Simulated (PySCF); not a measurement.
# Al2Cl7: relaxation and vibrations and intensities, part 2 of 2

The task, for Al2Cl7: 2 runs in a chain (relaxation and vibrations and intensities).

PySCF 2.14.0; relaxation, pbe, def2-tzvpd, and further levels as typed in the inputs. Earlier steps stand in the parts before.

### 3 Vibrations and intensities: vibrations and intensities, pbe, def2-tzvpd

It takes the final geometry of step 2.

File run.py:

```python
from pyscf import gto, dft
from pyscf.hessian import thermo
import numpy as np
mol = gto.M(atom="mol.xyz", basis="def2-tzvpd", charge=-1, verbose=4)
mf = dft.RKS(mol, xc="pbe").density_fit().run(conv_tol=1e-9)
mol.verbose = 0; x = mol.atom_coords(); n = x.size; h = np.zeros((n, n + 3))
def point(d):
    m = mol.set_geom_(x + d.reshape(-1, 3), unit="Bohr", inplace=False); s = dft.RKS(m, xc="pbe").density_fit()
    s.grids.level = 4
    s.run(mf.make_rdm1(), conv_tol=1e-10); g = s.nuc_grad_method(); g.grid_response = True
    return np.append(g.kernel(), s.dip_moment(unit="AU", verbose=0))
for k in range(n): d = np.zeros(n); d[k] = 0.01; h[k] = (point(d) - point(-d)) / 0.02
H = (h[:, :n] + h[:, :n].T) / 2
f = thermo.harmonic_analysis(mol, H.reshape(mol.natm, 3, mol.natm, 3).transpose(0, 2, 1, 3))
print("harmonic vibrations: frequency (1/cm), infrared intensity (km/mol)")
for w, q in zip(f["freq_wavenumber"], f["norm_mode"]): t = q.ravel() @ h[:, n:]; print(f"  {w.real - w.imag:9.2f} {974.88 * t @ t:9.2f}")
```

Launch:

```bash
$ python run.py
```

Log:

```text
[INPUT] num. atoms = 9
[INPUT] num. electrons = 146
[INPUT] charge = -1
[INPUT] spin (= nelec alpha-beta = 2S) = 0
[INPUT] symmetry False subgroup None
[INPUT] Mole.unit = angstrom
[INPUT] Symbol           X                Y                Z      unit          X                Y                Z       unit  Magmom
[INPUT]  1 Cl    -0.004503080000   0.985462040000   0.438828650000 AA   -0.008509587917   1.862253361755   0.829265964113 Bohr   0.0
[INPUT]  2 Al     1.943637340000  -0.089851380000   1.071995580000 AA    3.672942258078  -0.169794500114   2.025778052944 Bohr   0.0
[INPUT]  3 Al    -2.012339350000   0.141021700000   1.217327990000 AA   -3.802770241185   0.266492390621   2.300416504867 Bohr   0.0
[INPUT]  4 Cl     3.385148410000   1.469042640000   0.764215470000 AA    6.397003385907   2.776088254908   1.444157938456 Bohr   0.0
[INPUT]  5 Cl     2.194131870000  -1.718681440000  -0.286018130000 AA    4.146308315480  -3.247837216973  -0.540495932360 Bohr   0.0
[INPUT]  6 Cl     1.724408680000  -0.664072120000   3.111452060000 AA    3.258660132023  -1.254914433759   5.879792243114 Bohr   0.0
[INPUT]  7 Cl    -3.380619980000   0.953995110000  -0.221083340000 AA   -6.388445893433   1.802789482074  -0.417786963304 Bohr   0.0
[INPUT]  8 Cl    -1.875077440000  -1.984070920000   1.164457340000 AA   -3.543382823951  -3.749350650514   2.200505456340 Bohr   0.0
[INPUT]  9 Cl    -2.290269250000   0.964552110000   3.167844670000 AA   -4.327981634013   1.822739320771   5.986358831463 Bohr   0.0

nuclear repulsion = 1364.75130749254
number of shells = 142
number of NR pGTOs = 642
number of NR cGTOs = 408
basis = def2-tzvpd
ecp = {}

******** <class 'pyscf.df.df_jk.DFRKS'> ********
method = DFRKS
initial guess = minao
damping factor = 0
level_shift factor = 0
DIIS = <class 'pyscf.scf.diis.CDIIS'>
diis_start_cycle = 1
diis_space = 8
diis_damp = 0
SCF conv_tol = 1e-09
SCF conv_tol_grad = None
SCF max_cycles = 50
direct_scf = False
XC library pyscf.dft.libxc version 7.0.0
    S. Lehtola, C. Steigemann, M. J.T. Oliveira, and M. A.L. Marques.,  SoftwareX 7, 1–5 (2018)
XC functionals = pbe
    J. P. Perdew, K. Burke, and M. Ernzerhof.,  Phys. Rev. Lett. 77, 3865 (1996)
    J. P. Perdew, K. Burke, and M. Ernzerhof.,  Phys. Rev. Lett. 78, 1396 (1997)
    J. P. Perdew, K. Burke, and M. Ernzerhof.,  Phys. Rev. Lett. 77, 3865 (1996)
    J. P. Perdew, K. Burke, and M. Ernzerhof.,  Phys. Rev. Lett. 78, 1396 (1997)
radial grids:
    Treutler-Ahlrichs [JCP 102, 346 (1995); DOI:10.1063/1.469408] (M4) radial grids

becke partition: Becke, JCP 88, 2547 (1988); DOI:10.1063/1.454033
pruning grids: <function nwchem_prune at 0x72370b789c60>
grids dens level: 3
symmetrized grids: False
atomic radii adjust function: <function treutler_atomic_radii_adjust at 0x72370b78a980>
small_rho_cutoff = 0
Set gradient conv threshold to 3.16228e-05
Initial guess from minao.
tot grids = 170520
init E= -3705.7566003278
  HOMO = -0.338784749599268  LUMO = -0.0785750058129453  gap/eV = 7.08067
cycle= 1 E= -3705.33252874289  delta_E= 0.424  |g|= 0.631  |ddm|= 2.94
  HOMO = -0.0950071292459484  LUMO = 0.0735930733118357  gap/eV = 4.58785
cycle= 2 E= -3705.26257888142  delta_E= 0.0699  |g|= 0.88  |ddm|= 1.64
  HOMO = -0.143949237237171  LUMO = 0.0681272170356786  gap/eV = 5.77089
cycle= 3 E= -3705.435643978  delta_E= -0.173  |g|= 0.146  |ddm|= 0.92
  HOMO = -0.15261980626096  LUMO = 0.0577176259070495  gap/eV = 5.72357
cycle= 4 E= -3705.43940440552  delta_E= -0.00376  |g|= 0.0844  |ddm|= 0.169
  HOMO = -0.150859343052536  LUMO = 0.0612713746113739  gap/eV = 5.77237
cycle= 5 E= -3705.44143297671  delta_E= -0.00203  |g|= 0.00551  |ddm|= 0.0677
  HOMO = -0.151322082685523  LUMO = 0.0610528113632664  gap/eV = 5.77902
cycle= 6 E= -3705.44143790509  delta_E= -4.93e-06  |g|= 0.0028  |ddm|= 0.00612
  HOMO = -0.151276251952576  LUMO = 0.0610300999778905  gap/eV = 5.77715
cycle= 7 E= -3705.44143979537  delta_E= -1.89e-06  |g|= 0.000518  |ddm|= 0.00253
  HOMO = -0.151276401191731  LUMO = 0.0610345783627933  gap/eV = 5.77728
cycle= 8 E= -3705.44143984644  delta_E= -5.11e-08  |g|= 0.000111  |ddm|= 0.000437
  HOMO = -0.151275324575168  LUMO = 0.061032720071156  gap/eV = 5.77720
cycle= 9 E= -3705.44143984965  delta_E= -3.22e-09  |g|= 2.59e-05  |ddm|= 0.000107
  HOMO = -0.151276753442935  LUMO = 0.0610320179645771  gap/eV = 5.77722
cycle= 10 E= -3705.44143984981  delta_E= -1.55e-10  |g|= 7.06e-06  |ddm|= 2.57e-05
  HOMO = -0.151276797337527  LUMO = 0.0610319480670955  gap/eV = 5.77722
Extra cycle  E= -3705.44143984979  delta_E= 2e-11  |g|= 9.49e-06  |ddm|= 1.26e-05
converged SCF energy = -3705.44143984979
harmonic vibrations: frequency (1/cm), infrared intensity (km/mol)
      15.17      0.03
      16.40      0.04
      35.00      0.08
      78.93      0.03
      79.55      0.06
      88.51      0.02
     108.52      0.83
     135.50      4.86
     143.26      3.85
     149.24      0.05
     159.50      7.04
     174.10     34.35
     183.92      0.02
     292.80      5.99
     317.50     94.40
     369.92    198.89
     413.74     10.97
     513.39     97.02
     518.85     73.62
     533.64    164.34
     534.18    244.37
```

Run time: 49 min. Hardware: 4 threads of Intel Xeon Platinum 8488C (Sapphire Rapids), shared host.

Harmonic frequencies from the force constants, with isotope-averaged masses (PySCF's default) and rigid motions projected out (i: imaginary):

```
mode  cm⁻¹  IR (km/mol)
   1    15          0.0
   2    16          0.0
   3    35          0.1
   4    79          0.0
   5    80          0.1
   6    89          0.0
   7   109          0.8
   8   136          4.9
   9   143          3.9
  10   149          0.1
  11   160          7.0
  12   174         34.4
  13   184          0.0
  14   293          6.0
  15   318         94.4
  16   370        198.9
  17   414         11.0
  18   513         97.0
  19   519         73.6
  20   534        164.3
  21   534        244.4
```

### 4 Results

What follows sums up all 2 parts.

```
                     quantity           value
harmonic frequencies (step 3)  15 to 534 cm⁻¹
   zero-point energy (step 3)        0.301 eV
```

In words: In step 3 all modes are real: a minimum.
